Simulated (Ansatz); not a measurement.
# MgAu: the cost of one run

Method: DFT LDA, scalar-relativistic, plane waves, PAW, in Ansatz 0.2.0.

2 further runs of the same task are left out: 2 set aside as unsound or not needed. Runs told in other sessions of the task aren't counted.

## Step 1: The structure to begin with

Symmetry: Pm-3m, No. 221, cubic system. The conventional cell has a = 3.220 Å, b = 3.220 Å, c = 3.220 Å, α = 90.00°, β = 90.00°, γ = 90.00°. Around Mg (site symmetry m-3m) lie 8 Au at 2.79 Å. Around Au (site symmetry m-3m) lie 8 Mg at 2.79 Å.

Coordinates:

```cif
data_structure
_symmetry_space_group_name_H-M 'P 1'
_symmetry_Int_Tables_number 1
_cell_length_a 3.2199
_cell_length_b 3.2199
_cell_length_c 3.2199
_cell_angle_alpha 90.000
_cell_angle_beta 90.000
_cell_angle_gamma 90.000
_cell_volume 33.38
loop_
_atom_site_label
_atom_site_type_symbol
_atom_site_fract_x
_atom_site_fract_y
_atom_site_fract_z
_atom_site_occupancy
Mg1 Mg 0.50000 0.50000 0.50000 1
Au1 Au 0.00000 0.00000 0.00000 1
```

This cell was relaxed beforehand with the same method: volume 16.69 Å³/atom, gap on the mesh none (metal).

## Step 2: The cell under 8 GPa

What is minimised here is the enthalpy; the energy can go up as the cell is squeezed.

input.yaml reads:

```yaml
crystal:
  lattice:
    - [3.2199442642, 0.0, 0.0]
    - [0.0, 3.2199442642, 0.0]
    - [0.0, 0.0, 3.2199442642]
  atoms:
    - { symbol: Mg, position: [0.5, 0.5, 0.5] }
    - { symbol: Au, position: [0.0, 0.0, 0.0] }
basis:
  ecutwfc: 420
kpoints:
  mp_grid: { grid: [14, 14, 14] }
hamiltonian:
  xc: lda
scf:
  occupations: { method: fermi_dirac, width: 0.15 }
output:
  forces: true
  stress: true
  eigenvalues: true
relax:
  adjacent_minimum: "off"
  f_tol: 0.001
  max_steps: 60
  cell: { stress_tol: 0.02, p_target: 8.0 }
```

The run is started by

```sh
$ ansatz run input.yaml --threads 1 --pin off --max-ram 3072MiB --backend cpu --events-out ev --progress --plain --runs-dir out
```

Q: Estimate wall time and peak memory on 1 thread of Arm Neoverse V1, shared host.

About 24 s, with a peak of 0.35 GiB.
